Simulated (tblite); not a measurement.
# C2H11GeNSi: the cost of one run

Programs: tblite 0.8.0 and PySCF 2.14.0, with density-fitted response routines of our own. Each step states its level of theory. These are calculated values for one molecule, in the gas phase or a continuum, unless marked as measured. Atoms count from 0, in the outputs and in this text.

### 1 Starting geometry

16 atoms, charge 0, multiplicity 1; geometry from: force field or distance geometry start.

Bonds of the start (Å): C0–N1 1.42, N1–Si2 1.78, Si2–C3 1.88, C3–Ge4 1.96, C0–H5 1.12, C0–H6 1.13, C0–H7 1.10, N1–H8 1.02, Si2–H9 1.48, Si2–H10 1.46, C3–H11 1.09, C3–H12 1.11, Ge4–H13 1.56, Ge4–H14 1.54, Ge4–H15 1.56.

### 2 Geometry optimisation with GFN2-xTB

Job settings and geometry (Å):

```
{"job": {"kind": "relax", "xc": "GFN2-xTB", "basis": "xTB"}, "charge": 0, "multiplicity": 1}
C     -2.759800    -0.687700     0.499100
N     -1.619300     0.085400     0.148600
Si    -0.049100    -0.684000     0.470700
C      1.218800     0.179900    -0.615400
Ge     2.557800     1.105700     0.472400
H     -3.036500    -1.302700    -0.397600
H     -3.681200    -0.068900     0.691800
H     -2.643300    -1.340200     1.378200
H     -1.665000     1.088500     0.341600
H     -0.057000    -2.099800     0.045400
H      0.366400    -0.642200     1.864500
H      0.746900     0.873600    -1.310400
H      1.788900    -0.589200    -1.180100
H      3.593300     0.053400     0.960800
H      1.921600     1.927200     1.606800
H      3.309900     2.110100    -0.452900
```

On the command line:

```console
OMP_NUM_THREADS=1 python probes_run.py task.json out
```

One launch serves the whole session: the jobs run in the order shown.

Q: Estimate the wall time and peak memory of this first job on 1 thread of Arm Neoverse V2, shared host.

About 1 s, with a peak of 0.18 GiB.
